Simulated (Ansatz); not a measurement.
I need harmonic frequencies at the relaxed geometry of BF2O, SMILES [O]B(F)F. Use Ansatz 0.2.0, Python API. Use (for the species named): r2SCAN, def2-SVP basis, multiplicity 2, D3BJ dispersion.

```csv
atom,x (Å),y (Å),z (Å)
O,0.5797,0.2441,1.3281
B,-0.0105,-0.0100,-0.0087
F,-0.2809,-1.3745,-0.4134
F,-0.2328,1.0801,-0.9263
```

`freq_bf2o.py`:
```python
# -*- coding: utf-8 -*-
"""Harmonic frequencies of BF2O at its relaxed geometry."""

import ansatz
from ase import Atoms
import numpy as np


def main():
    atoms = Atoms(["O", "B", "F", "F"], positions=[
        (0.5797, 0.2441, 1.3281),
        (-0.0105, -0.01, -0.0087),
        (-0.2809, -1.3745, -0.4134),
        (-0.2328, 1.0801, -0.9263),
    ])
    geometry = ansatz.Crystal.molecule_from_ase(atoms)

    calculation = (
        geometry.calculation()
        .basis(gaussian="def2-SVP")
        .functional("r2SCAN", dispersion="d3bj")
        .spin("collinear", total=1)
    )
    symbols = [site.symbol for site in geometry.cartesian_sites]
    start = np.array([site.position_ang for site in geometry.cartesian_sites], dtype=float)
    report = calculation.relax(force_tolerance=0.003).run(threads=1, backend="cpu").report
    end = np.array(report["positions_ang"])

    print("bond        before    after (A)")
    for i, j in [(0, 1), (1, 2), (1, 3)]:
        d0, d1 = (np.linalg.norm(xyz[i] - xyz[j]) for xyz in (start, end))
        print(f"{symbols[i]}{i}-{symbols[j]}{j}".ljust(10), f"{d0:8.4f} {d1:8.4f}")
    for i, j, k in [(0, 1, 2), (0, 1, 3), (2, 1, 3)]:
        u, v = end[i] - end[j], end[k] - end[j]
        print(f"angle {symbols[i]}{i}-{symbols[j]}{j}-{symbols[k]}{k}: {np.degrees(np.arccos(np.clip(u @ v / np.linalg.norm(u) / np.linalg.norm(v), -1, 1))):.2f} deg")

    # same settings at the minimum
    minimum = ansatz.Crystal.molecule()
    for symbol, xyz in zip(symbols, end):
        minimum = minimum.atom(symbol, xyz.tolist())
    vibrating = (
        minimum.calculation()
        .basis(gaussian="def2-SVP")
        .functional("r2SCAN", dispersion="d3bj")
        .spin("collinear", total=1)
        .phonons(temperatures=(100, 500, 100))
    )
    vib = vibrating.run(threads=1, backend="cpu").report["vibrations"]
    sums = vib["harmonic_sums"]
    modes = [m["omega_inv_cm"] for m in sums["modes_at_gamma"] if m["rigid_motion"] == "no"]
    for number, w in enumerate(modes, start=1):
        print(f"mode {number:2d} {w:9.1f} 1/cm {w / 8065.544 * 1000:8.2f} meV")
    print("imaginary modes:", sum(w < 0 for w in modes), " zero-point energy:", round(sums["zero_point_energy_ev"], 4), "eV")
    print("T (K)   F_vib (eV)   S_vib (meV/K)   C_vib (meV/K)")
    for row in zip(sums["temperatures_k"], sums["vibrational_free_energy_ev"], vib["entropy_ev_per_k"], vib["heat_capacity_ev_per_k"]):
        print(f"{row[0]:6.1f} {row[1]:11.4f} {1000 * row[2]:13.4f} {1000 * row[3]:15.4f}")


if __name__ == "__main__":
    main()
```

`python freq_bf2o.py` gives:
```text
DeckWarning: the engine holds no damping parameters fitted to this dispersion correction and functional, so the run takes those fitted to r2scan beside the three-body term, which d3bj leaves out (hamiltonian.dispersion, under Limitations)
bond        before    after (A)
O0-B1        1.4832   1.3534
B1-F2        1.4487   1.3191
B1-F3        1.4421   1.3191
angle O0-B1-F2: 119.26 deg
angle O0-B1-F3: 119.26 deg
angle F2-B1-F3: 121.48 deg
mode  1     366.0 1/cm    45.38 meV
mode  2     460.0 1/cm    57.04 meV
mode  3     656.0 1/cm    81.34 meV
mode  4     881.8 1/cm   109.33 meV
mode  5    1445.3 1/cm   179.19 meV
mode  6    1458.9 1/cm   180.88 meV
imaginary modes: 0  zero-point energy: 0.3266 eV
T (K)   F_vib (eV)   S_vib (meV/K)   C_vib (meV/K)
 100.0      0.3265        0.0038          0.0182
 200.0      0.3245        0.0436          0.1111
 300.0      0.3171        0.1055          0.1965
 400.0      0.3032        0.1716          0.2642
 500.0      0.2828        0.2365          0.3171
```
(Warnings from the package without file and line.)

The frequencies are harmonic and unscaled, in a modest basis. The result belongs to the one conformer reached from this start, and soft torsions count as harmonic oscillators. The species is open-shell (spin multiplicity 2). A dispersion term here runs with damping parameters fitted for another variant or functional. Finished in 65 s on 1 thread of Arm Neoverse V1 (shared host), peak memory 0.23 GiB.

(A comment or docstring line of the script was reworded after the run, the code is as it ran; lines on the test bed's own set-up are left out of the output.)
